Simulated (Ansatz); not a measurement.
## BrGaH2S, SMILES [SH][GaH][Br]: the energy of protonation at one site

Program: Ansatz 0.2.0 through its Python package.

Script `pa.py`:
```python
# -*- coding: utf-8 -*-
'''Proton affinity of BrGaH2S at one site.'''

import ansatz
import numpy as np

GEOMETRY = '''
S    -1.59936   -0.43679   -0.48562
Ga    0.47326   -0.02906    0.19635
Br    1.76504   -1.72423    1.00485
H    -1.79713    0.81614   -0.89417
H     1.15820    1.37394    0.17859
'''

brgah2s = ansatz.Crystal.molecule()
for line in GEOMETRY.strip().splitlines():
    symbol, *xyz = line.split()
    brgah2s = brgah2s.atom(symbol, [float(v) for v in xyz])

model = (
    brgah2s.calculation()
    .basis(gaussian='def2-SVP')
    .functional('hf')
)
symbols = [site.symbol for site in brgah2s.cartesian_sites]
start = np.array([site.position_ang for site in brgah2s.cartesian_sites], dtype=float)
r = model.relax(force_tolerance=0.01).run(threads=1).report
end = np.array(r['positions_ang'])

# put the proton on the side away from the neighbours, slightly off axis
away = sum((end[0] - end[j]) / np.linalg.norm(end[0] - end[j]) for j in [1, 3]) + np.array([0.15, 0.1, -0.2])
proton = end[0] + 1.4 * away / np.linalg.norm(away)
acid = ansatz.Crystal.molecule()
for symbol, place in zip(symbols, end):
    acid = acid.atom(symbol, place.tolist())
acid = acid.atom('H', proton.tolist())
protonated = (
    acid.calculation()
    .basis(gaussian='def2-SVP')
    .functional('hf')
    .charge(1)
    .relax(force_tolerance=0.01, max_steps=80)
)
after = protonated.run(threads=1).report
xyz = np.array(after['positions_ang'])
reach = np.linalg.norm(xyz[:-1] - xyz[-1], axis=1)
print(f'base {r["free_energy_ev"]:.5f} eV, protonated {after["free_energy_ev"]:.5f} eV')
print(f'the proton ends {reach.min():.3f} A from {symbols[reach.argmin()]}{reach.argmin()}')
print(f'electronic proton affinity {23.060548 * (r["free_energy_ev"] - after["free_energy_ev"]):.1f} kcal/mol')
```

```console
$ python pa.py
base -133166.30789 eV, protonated -133174.39894 eV
the proton ends 1.340 A from S0
electronic proton affinity 186.6 kcal/mol
```

Caveats:
- Total energies depend on the basis set; only differences at equal settings carry meaning.
- The proton is put on one chosen atom, which needn't be the most basic site, so the molecule's proton affinity can be higher; the ends are stationary points, not checked by frequencies, and zero-point and thermal terms count only where printed.
- Hartree-Fock leaves correlation out, so bond, atomisation and ionisation energies come out well too low.
- Timing: 49 s on 1 thread of Arm Neoverse V2, with other jobs on the host, peak memory 0.28 GiB.
